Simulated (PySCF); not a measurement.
# C4H10Cl3NTi (Ti(NEt2)Cl3): the cost of one run

Computed with PySCF 2.14.0, with density-fitted response routines of our own, on a single molecule in the gas phase. Atoms are numbered from 0 throughout.

### 1 The molecule as given

19 atoms, charge 0, multiplicity 1; geometry from: GFN2-xTB. The atoms were then displaced at random by about 0.03 Å, so the start is not that level's minimum.

Bonds of the start (Å): Ti0–N1 1.79, Ti0–Cl16 2.09, Ti0–Cl17 2.25, Ti0–Cl18 2.18, N1–C2 1.43, N1–C4 1.43, C2–C3 1.59, C2–H6 1.03, C2–H7 1.17, C3–H8 1.10, C3–H9 0.98, C3–H10 1.12, C4–C5 1.53, C4–H11 1.14, C4–H12 1.12, C5–H13 1.07, C5–H14 1.13, C5–H15 1.11.

### 2 Optimising the geometry at PBE0-D3(BJ)/def2-SVP

The job: settings as JSON, then the geometry in Å.

```
{"job": {"xc": "PBE0", "basis": "def2-SVP", "d3": "d3bj", "grid": 1, "maxiter": 40, "shake": 0.03, "kind": "geom"}, "charge": 0, "multiplicity": 1}
Ti     0.672650     0.427010    -1.511610
N      0.375730     0.256500     0.241650
C      0.438940    -1.019140     0.890980
C      1.273130    -2.039400     0.007200
C     -0.439970     1.218040     0.923270
C     -1.870710     1.260570     0.377990
H     -0.478130    -1.378240     1.189870
H      1.128160    -0.883560     1.831890
H      0.601640    -2.147290    -0.857630
H      2.188120    -1.743870    -0.180990
H      1.181740    -3.017030     0.552040
H     -0.445460     0.995360     2.045580
H     -0.074260     2.271430     0.816490
H     -1.888500     1.583940    -0.638890
H     -2.296630     0.210350     0.430490
H     -2.493120     1.963300     0.978580
Cl     2.555140     0.029840    -2.315820
Cl     0.384210     2.592740    -2.038370
Cl    -0.875450    -0.587090    -2.658110
```

The run is started by

```
$ OMP_NUM_THREADS=2 python probes_run.py task.json out
```

One launch serves the whole session: the jobs run in the order shown.

**Question.** How long does this first job take on 2 threads of INTEL XEON PLATINUM 8581C at 2.30GHz, shared host, and how much memory does it need?

About 7 min, with a peak of 1.2 GiB.
